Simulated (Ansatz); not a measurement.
# SiAg: the cost of one run

Method: DFT PBE+D3(BJ), scalar-relativistic, plane waves, PAW, in Ansatz 0.2.0.

## (1) The structure to begin with

Symmetry: P4/nmm, No. 129, tetragonal system. The conventional cell has a = 4.230 Å, b = 4.230 Å, c = 5.606 Å, α = 90.00°, β = 90.00°, γ = 90.00°. Si (site symmetry 4mm) is surrounded by 4 Ag at 2.42 Å. Ag (site symmetry -4m2) has 4 Si at 2.42 Å in its first shell of neighbours.

As a file:

```cif
data_structure
_symmetry_space_group_name_H-M 'P 1'
_symmetry_Int_Tables_number 1
_cell_length_a 4.2298
_cell_length_b 4.2298
_cell_length_c 5.6062
_cell_angle_alpha 90.000
_cell_angle_beta 90.000
_cell_angle_gamma 90.000
_cell_volume 100.30
loop_
_atom_site_label
_atom_site_type_symbol
_atom_site_fract_x
_atom_site_fract_y
_atom_site_fract_z
_atom_site_occupancy
Si1 Si 0.50000 0.00000 0.78897 1
Si2 Si 0.00000 0.50000 0.21103 1
Ag1 Ag 0.50000 0.50000 0.00000 1
Ag2 Ag 0.00000 0.00000 0.00000 1
```

A structure generator made this guess: sheets of the FeP type stacked, one a cell (P4/nmm, No. 129). Its size is a rough estimate.

## (2) A first look at the guess

Input file input.yaml:

```yaml
crystal:
  lattice:
    - [4.2298039, 0.0, 0.0]
    - [0.0, 4.2298039, 0.0]
    - [0.0, 0.0, 5.60615145]
  atoms:
    - { symbol: Si, position: [0.5, 0.0, 0.78896829] }
    - { symbol: Si, position: [0.0, 0.5, 0.21103171] }
    - { symbol: Ag, position: [0.5, 0.5, 0.0] }
    - { symbol: Ag, position: [0.0, 0.0, 0.0] }
basis:
  ecutwfc: 420
kpoints:
  mp_grid: { grid: [4, 4, 4] }
hamiltonian:
  xc: pbe
  dispersion: d3bj
scf:
  occupations: { method: gaussian, width: 0.1 }
  lower_state_search: "off"
output:
  forces: true
  stress: true
  eigenvalues: true
```

Launch:

```
ansatz run input.yaml --threads 1 --pin off --max-ram 2560MiB --backend cpu --events-out ev --progress --plain --runs-dir out
```

What time and memory should one allow on 1 thread of Intel Xeon at 2.50GHz (Skylake/Cascade Lake), shared host?

About 6 s, with a peak of 0.37 GiB.
